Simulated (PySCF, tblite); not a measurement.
# C4H14B2O2Si: geometry, infrared bands and NMR shifts

What infrared bands and NMR shifts should C4H14B2O2Si (`BOB(C)O[SiH2]C(C)C`) show?

Computed with tblite 0.8.0 and PySCF 2.14.0, with density-fitted response routines of our own, on a single molecule in the gas phase. Atoms count from 0, in the outputs and in this text.

**1. The molecule as given**

23 atoms, charge 0, multiplicity 1; geometry from: force field or distance geometry start.

Bonds of the start (Å): B0–O1 1.48, O1–B2 1.48, B2–C3 1.57, B2–O4 1.48, O4–Si5 1.72, Si5–C6 1.84, C6–C7 1.51, C6–C8 1.51, B0–H9 1.19, B0–H10 1.18, C3–H11 1.11, C3–H12 1.10, C3–H13 1.12, Si5–H14 1.47, Si5–H15 1.46, C6–H16 1.11, C7–H17 1.11, C7–H18 1.10, C7–H19 1.10, C8–H20 1.10, C8–H21 1.11, C8–H22 1.09.

**2. Optimising the geometry with GFN2-xTB**

Job settings and geometry (Å):

```
{"job": {"kind": "relax", "xc": "GFN2-xTB", "basis": "xTB"}, "charge": 0, "multiplicity": 1}
B      3.602700     0.458600    -1.185400
O      2.125900     0.402700    -1.101700
B      1.807700    -0.566800    -0.028300
C      2.955800    -0.927900     0.972600
O      0.410100    -1.020800     0.145800
Si    -0.529800     0.412900     0.242400
C     -2.347300     0.122100     0.162500
C     -2.963900     1.385000    -0.402200
C     -2.648700    -1.088600    -0.690800
H      4.108900     1.254300    -0.459100
H      4.227900    -0.520600    -1.407900
H      3.529400     0.003300     1.163600
H      3.652800    -1.617800     0.479300
H      2.572000    -1.358400     1.936000
H     -0.139900     1.082200     1.488800
H     -0.159100     1.248000    -0.901100
H     -2.732900    -0.084500     1.177700
H     -2.184100     2.148400    -0.592300
H     -3.453300     1.135400    -1.356500
H     -3.645500     1.779800     0.367600
H     -1.915100    -1.856600    -0.422300
H     -3.652700    -1.512300    -0.462900
H     -2.625600    -0.851400    -1.756600
```

The run is started by

```bash
OMP_NUM_THREADS=1 python probes_run.py task.json out
```

One launch serves the whole session: the jobs run in the order shown.

**Question.** This job is followed by: GFN2-xTB harmonic vibrations, gas phase; GIAO PBE0/pcSseg-1 NMR shielding, non-relativistic, gas phase. Predict these results of the whole session: strongest single infrared mode (GFN2-xTB); zero-point energy (GFN2-xTB); ¹³C shifts against TMS (PBE0/pcSseg-1, means over atoms taken as alike); ¹H shifts against TMS (PBE0/pcSseg-1, means over atoms taken as alike); ¹¹B shifts against BF3·OEt2 (PBE0/pcSseg-1); ¹⁷O shifts against H2O (PBE0/pcSseg-1); ²⁹Si shifts against TMS (PBE0/pcSseg-1); surface potential, 1st and 99th percentile.

As calculated:

| quantity | value |
| --- | --- |
| strongest single infrared mode (GFN2-xTB) | 1555 cm⁻¹, 566 km/mol |
| zero-point energy (GFN2-xTB) | 112.6 kcal/mol |
| ¹³C shifts against TMS (PBE0/pcSseg-1, means over atoms taken as alike) | 19.2, 18.3, 1.7 ppm |
| ¹H shifts against TMS (PBE0/pcSseg-1, means over atoms taken as alike) | 5.38, 4.86, 1.34, 1.09, 0.43 ppm |
| ¹¹B shifts against BF3·OEt2 (PBE0/pcSseg-1) | 40.5, 24.3 ppm |
| ¹⁷O shifts against H2O (PBE0/pcSseg-1) | 282.9, 118.4 ppm |
| ²⁹Si shifts against TMS (PBE0/pcSseg-1) | -24.2 ppm |
| surface potential, 1st and 99th percentile | -0.63 V and 1.09 V |

Relaxing lowered the energy by 2.769 eV in 109 steps; the close pair that moved most is B0–O1, from 1.480 to 1.300 Å. The lowest mode is slightly imaginary (7i cm⁻¹), a soft motion within the noise of the Hessian, so the minimum is not strictly shown. The strongest single mode, at 1555 cm⁻¹, moves mainly O1. GFN2-xTB is a fitted tight-binding method: band positions and strengths are rough. Its intensities can rank the bands wrongly. At PBE0/pcSseg-1: The largest span, 237 ppm, is at O1, where the paramagnetic term is -339 ppm. By nearest atom (PBE0/pcSseg-1), the HOMO sits on C6 28 %; Si5 12 % and the LUMO on B0 45 %; H9, H10 about 17 % each.
